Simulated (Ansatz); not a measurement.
# Ta4NiO11 (Cmmm) in Ansatz: relaxation of cell and atoms with PBE+D3(BJ)

Aim: the relaxation of cell and atoms of Ta4NiO11 with PBE+D3(BJ).

All numbers are computed with Ansatz 0.2.0; they aren't measurements. Logs are shortened: lines on timing, memory, paths and dates and some standing lists are left out, and cuts for length are marked.

### Step 1. Starting point

It takes space group Cmmm (No. 65, orthorhombic). Conventional cell: a = 3.910 Å, b = 29.659 Å, c = 3.886 Å, α = 90.00°, β = 90.00°, γ = 90.00°. Around Ta (site symmetry m2m) lie 5 O at 1.91 to 2.02 Å. Ta (site symmetry m2m) has 5 O at 1.91 to 1.99 Å as nearest neighbours. Ni (site symmetry mmm) is surrounded by 4 O at 1.88 to 1.95 Å. O (site symmetry m2m) is surrounded by 2 Ta at 1.91 Å. O (site symmetry m2m) is surrounded by 3 Ta at 2.02 to 2.21 Å. O (site symmetry m2m) has 1 Ni at 1.88 Å and 2 Ta at 1.99 Å as nearest neighbours. O (site symmetry mmm) has 2 Ni at 1.95 Å and 2 Ta at 2.24 Å as nearest neighbours. O (site symmetry m2m) is surrounded by 2 Ta at 1.95 Å.

The cell was built by a generator and needn't be a form met in nature.

### Step 2. Relaxation of cell and atoms, PBE+D3(BJ), collinear spin, ferromagnetic start

input.yaml

```yaml
crystal:
  lattice:
    - [1.95495, -14.82973, 0.0]
    - [1.95495, 14.82973, 0.0]
    - [0.0, 0.0, 3.8859]
  atoms:
    - { symbol: Ta, position: [0.20437, 0.79563, 0.0] }
    - { symbol: Ta, position: [0.92451, 0.07549, 0.0] }
    - { symbol: Ta, position: [0.07549, 0.92451, 0.0] }
    - { symbol: Ta, position: [0.79563, 0.20437, 0.0] }
    - { symbol: Ni, position: [0.5, 0.5, 0.0], spin: 1.0 }
    - { symbol: O, position: [0.13987, 0.86013, 0.0] }
    - { symbol: O, position: [0.72107, 0.27893, 0.0] }
    - { symbol: O, position: [0.43645, 0.56355, 0.0] }
    - { symbol: O, position: [0.56355, 0.43645, 0.0] }
    - { symbol: O, position: [0.0, 0.0, 0.0] }
    - { symbol: O, position: [0.86013, 0.13987, 0.0] }
    - { symbol: O, position: [0.27893, 0.72107, 0.0] }
    - { symbol: O, position: [0.9279, 0.0721, 0.5] }
    - { symbol: O, position: [0.0721, 0.9279, 0.5] }
    - { symbol: O, position: [0.79436, 0.20564, 0.5] }
    - { symbol: O, position: [0.20564, 0.79436, 0.5] }
hamiltonian:
  xc: pbe
  pseudopotentials: { kind: paw }
  dispersion: d3bj
magnetization:
  spin_polarized: true
kpoints:
  mp_grid: { grid: [5, 5, 5] }
scf:
  occupations: { method: fermi_dirac, width: 0.05 }
output:
  forces: true
  stress: true
  eigenvalues: true
relax:
  f_tol: 0.01
  max_steps: 40
  cell: { stress_tol: 0.05 }
```

Potentials or basis: Ansatz PAW.

Run with:

```
$ ansatz run input.yaml --threads 8 --pin off --max-ram 20480MiB --backend cpu --events-out ev --progress --plain --runs-dir out
```

Output:

```text
Warning: RAYON_NUM_THREADS=8 ignored (pool sized by the plan → 8); use --threads N
basis.fft_grid_basis auto: the FFT boxes are laid along the combinations [[1, 1, 0], [0, 1, 0], [0, 0, 1]] of the cell's own vectors, 3.910, 14.958 and 3.886 Å long. The dense box has 27×100×27 points. Along the cell's own vectors, as sized, it would have 100×100×27, 3.70 times as many. Of the 8 symmetry operations that the crystal satisfies within crystal.symmetry.tolerance (time reversal apart; of a slab, those that keep its plane) the dense box along the cell's own vectors carries 8, and the one as laid loses 4 of those. basis.fft_grid_basis: typed keeps the cell's own vectors: state it where this run's energies or levels are differenced outside the engine with another run's, or held beside a run that keeps those vectors.
Engine: ansatz 0.2.0, aarch64-unknown-linux-gnu
Pseudopotentials: kind: paw
Pseudopotential: Ta, paw, valence charge 13, recommended cutoff 420 eV (normal), Ta.paw.azcp
Pseudopotential: Ni, paw, valence charge 18, recommended cutoff 420 eV (normal), Ni.paw.azcp
Pseudopotential: O, paw, valence charge 6, recommended cutoff 420 eV (normal), O.paw.azcp
Functional definition: PBE
  parameter kappa = 0.804
  parameter beta = 0.06672455060314922
  exchange = pbe_x(kappa = kappa, mu = beta*pi^2/3)
  correlation = pbe_c(beta = beta)
Crystal: 16 atoms, lattice volume = 225.315 Å³
Basis set: ecut = 420 eV, 4447 PW (Γ), FFT grids on a1+a2, a2, a3, exchange–correlation on 54×200×54 points (8 copies of the dense FFT grid, shifted against one another)
Bands: 85, of which v1, the nominal top of the filled ones, is band 68 counted from 1 (67 counted from 0)
Symmetry: 8 space group operations
Space group: Cmmm (ITA 65), of the structure as read, at distance tolerance 6.1e-5 Å
Magnetic group: BNS 65.481 (UNI 579), of the structure as read, at distance tolerance 6.1e-5 Å
k-points: 27 of 125
[... 194 lines left out ...]
  k-point 1 ↑: bands = ["-95.2754", "-60.9783", "-60.9705", "-60.8709", "-60.8709", "-56.0961", "-56.0358", "-54.9115", "-27.7110", "-27.5767", "-27.5615", "-27.5326", "-27.4976", "-27.4963", "-27.4727", "-27.4726", "-27.4275", "-27.4095", "-27.3142", "-27.3138", "-11.6160", "-11.3402", "-11.3066", "-10.7149", "-10.6331", "-10.2867", "-10.0456", "-9.7416", "-9.6447", "-9.6270", "-9.6220", "1.2693", "1.3255", "1.9939", "2.0054", "2.2746", "2.7874", "2.8023", "2.8324", "3.0974", "3.1447", "3.3691", "3.6138", "3.6523", "3.9316", "3.9780", "4.1720", "4.3144", "4.4618", "4.5963", "4.6036", "4.6747", "4.6882", "4.9010", "5.1061", "5.2230", "5.2540", "5.3255", "5.3434", "5.5285", "5.5950", "5.8173", "6.1065", "6.2366", "6.4551", "6.6738", "7.0447", "7.5101", "7.5899", "10.2323", "10.4527", "10.4745", "10.5648", "10.5994", "10.6076", "10.6153", "10.7798", "11.8192", "11.9103", "12.1148", "12.3225", "12.3704", "13.2186", "13.3823", "13.9649"]
  k-point 2 ↑: bands = ["-95.2754", "-60.9780", "-60.9702", "-60.8706", "-60.8706", "-56.0961", "-56.0358", "-54.9117", "-27.7079", "-27.5738", "-27.5586", "-27.5298", "-27.4949", "-27.4936", "-27.4932", "-27.4739", "-27.4699", "-27.4699", "-27.3793", "-27.3789", "-11.5729", "-11.2803", "-11.2706", "-10.6956", "-10.6162", "-10.2460", "-10.0289", "-8.9390", "-8.8192", "-8.8141", "-8.8017", "1.2913", "1.3469", "1.5020", "1.6477", "1.6532", "1.6634", "2.0449", "2.0534", "2.3169", "2.3356", "2.7971", "2.8628", "2.9588", "2.9772", "3.2419", "3.9082", "4.0090", "4.1716", "4.1935", "4.2645", "4.3970", "4.4169", "4.5232", "4.5716", "4.6057", "4.7647", "4.7738", "4.9416", "4.9939", "5.2652", "5.7555", "6.4194", "6.4281", "6.5895", "6.6601", "7.1743", "7.4692", "7.6876", "10.5213", "10.6155", "11.9780", "12.0669", "12.1391", "12.1453", "12.1623", "12.1656", "12.2312", "12.3616", "13.0390", "13.0399", "13.3627", "13.4713", "13.7710", "14.1033"]
  k-point 26 ↓: bands = ["-94.8769", "-60.9780", "-60.9702", "-60.8712", "-60.8712", "-55.7479", "-55.6568", "-54.4703", "-27.7075", "-27.5791", "-27.5586", "-27.5199", "-27.4999", "-27.4949", "-27.4932", "-27.4739", "-27.4709", "-27.4708", "-27.3802", "-27.3798", "-11.5534", "-11.3127", "-11.2441", "-10.7039", "-10.5694", "-10.1729", "-10.0549", "-8.9390", "-8.8179", "-8.8090", "-8.8018", "1.0486", "1.5017", "1.6098", "1.6433", "1.6641", "1.9098", "2.0453", "2.1414", "2.3073", "2.3622", "2.4550", "2.6403", "2.8672", "3.3066", "3.5109", "3.7232", "4.0409", "4.1478", "4.1678", "4.3352", "4.3915", "4.4454", "4.4824", "4.5437", "4.6777", "4.7299", "4.8412", "4.9086", "5.1765", "5.2639", "5.7271", "6.4265", "6.6446", "6.8238", "7.1109", "7.2426", "7.6267", "8.1546", "10.4863", "10.6529", "11.9863", "12.0456", "12.1381", "12.1500", "12.1919", "12.2011", "12.2379", "12.3142", "12.9487", "13.0682", "13.3095", "13.5062", "13.9452", "14.3290"]
--- Relaxed structure (6 steps of the walk, 6 accepted, 2 SCFs on fresh bases) ---
  F+E_penalty+E_count = -51826.65526481 eV   max|allowed force component| = 5.278e-4 eV/Å   (the final SCF, on the basis selected at the relaxed cell)
  cell:  # Å, volume = 222.8427 Å³
    - [1.9494075732650131, -14.76161199473996, 0.0]
    - [1.9494075732650131, 14.76161199473996, 0.0]
    - [0.0, 0.0, 3.8719707552050178]
  atoms:
    - { symbol: Ta, position: [0.2043646655505461, 0.7956353344494538, 0.0] }
    - { symbol: Ta, position: [0.9247559228026316, 0.07524407719736842, 0.0] }
    - { symbol: Ta, position: [0.07524407719736842, 0.9247559228026316, 0.0] }
    - { symbol: Ta, position: [0.7956353344494538, 0.2043646655505461, 0.0] }
    - { symbol: Ni, position: [0.5, 0.5, 0.0] }
    - { symbol: O, position: [0.13976491012256842, 0.8602350898774315, 0.0] }
    - { symbol: O, position: [0.7209291994641613, 0.27907080053583866, 0.0] }
    - { symbol: O, position: [0.43659011514586643, 0.5634098848541336, 0.0] }
    - { symbol: O, position: [0.5634098848541336, 0.43659011514586643, 0.0] }
    - { symbol: O, position: [4.5693775800599686e-21, -4.5693775800601446e-21, 0.0] }
    - { symbol: O, position: [0.8602350898774315, 0.13976491012256842, 0.0] }
    - { symbol: O, position: [0.27907080053583866, 0.7209291994641613, 0.0] }
    - { symbol: O, position: [0.9284998793688617, 0.0715001206311382, 0.5] }
    - { symbol: O, position: [0.0715001206311382, 0.9284998793688617, 0.5] }
    - { symbol: O, position: [0.7939985748316869, 0.2060014251683131, 0.5] }
    - { symbol: O, position: [0.2060014251683131, 0.7939985748316869, 0.5] }
```

Run time: 2.1 min. Hardware: 8 threads of Arm Neoverse V1, shared host; peak memory 1.6 GiB.

Results:

```yaml
Free_energy: -51826.6553 eV
Relaxed_volume: 13.93 Å³/atom
Relaxed_cell: a = 14.890 Å, b = 14.890 Å, c = 3.872 Å, α = 90.00°, β = 90.00°, γ = 164.95°
Space_group_after_relaxing_to_0.05_Å: Cmmm (No. 65)
Energy_gained_by_relaxing: 1.2 meV/atom
Ionic_steps: 8
Pressure_after_relaxing: 0.0 GPa
Band_gap_on_the_k_mesh: none (metal or under the smearing width)
Net_moment: 0.40 μB per cell
Absolute_moment: 0.45 μB per cell
Site_moments: Ta +0.00, -0.00; Ni +0.31; O -0.00, +0.06, +0.00 μB
```

Step by step:
| step | energy change (eV) | largest force (eV/Å) | volume (Å³) |
| --- | --- | --- | --- |
| 1 | 0.0000 | 0.1046 | 225.32 |
| 2 | -0.0264 | 0.0963 | 222.75 |
| 3 | -0.0268 | 0.0431 | 222.92 |
| 4 | -0.0270 | 0.0088 | 222.93 |
| 5 | -0.0188 | 0.0090 | 222.93 |
| 6 | -0.0191 | 0.0139 | 222.85 |
| 7 | -0.0191 | 0.0005 | 222.84 |
| 8 | -0.0188 | 0.0005 | 222.84 |

Final structure:
```xyz
16
Lattice="1.9494 -14.7616 0.0000 1.9494 14.7616 0.0000 0.0000 0.0000 3.8720" Properties=species:S:1:pos:R:3 pbc="T T T"
Ta    1.9494    8.7281    0.0000
Ta    1.9494  -12.5402    0.0000
Ta    1.9494   12.5402    0.0000
Ta    1.9494   -8.7281    0.0000
Ni    1.9494    0.0000    0.0000
O     1.9494   10.6353    0.0000
O     1.9494   -6.5225    0.0000
O     1.9494    1.8721    0.0000
O     1.9494   -1.8721    0.0000
O     0.0000    0.0000    0.0000
O     1.9494  -10.6353    0.0000
O     1.9494    6.5225    0.0000
O     1.9494  -12.6507    1.9360
O     1.9494   12.6507    1.9360
O     1.9494   -8.6798    1.9360
O     1.9494    8.6798    1.9360
```

Levels at points of the mesh, in eV from the Fermi level:
Spin up:
| k point | band 66 | band 67 | band 68 | band 69 | band 70 | band 71 |
| --- | --- | --- | --- | --- | --- | --- |
| (0.00, 0.00, 0.00) | -1.34 | -1.11 | -0.53 | -0.51 | 0.99 | 1.25 |
Spin down:
| k point | band 64 | band 65 | band 66 | band 67 | band 68 | band 69 | band 70 | band 71 | band 72 | band 73 |
| --- | --- | --- | --- | --- | --- | --- | --- | --- | --- | --- |
| (0.00, 0.00, 0.00) | -1.85 | -1.20 | -1.02 | -0.97 | -0.38 | -0.12 | 0.99 | 1.25 | 1.29 | 1.45 |

Caveat: the plane-wave basis is chosen anew once the cell has moved, so the energies of steps on either side of that aren't comparable; the pressure holds a Pulay correction of +0.6 GPa for the finite cutoff; a cell with one magnetic atom can't hold antiferromagnetic order, which such compounds often take; semilocal functionals often make such compounds metallic where correlation or magnetic order opens a gap, which also shifts bond lengths; pairwise dispersion overbinds metals, which lowers pressure and volume. With open d or f shells a metallic result of PBE can be an artefact of self-interaction; +U or a hybrid may open a gap.
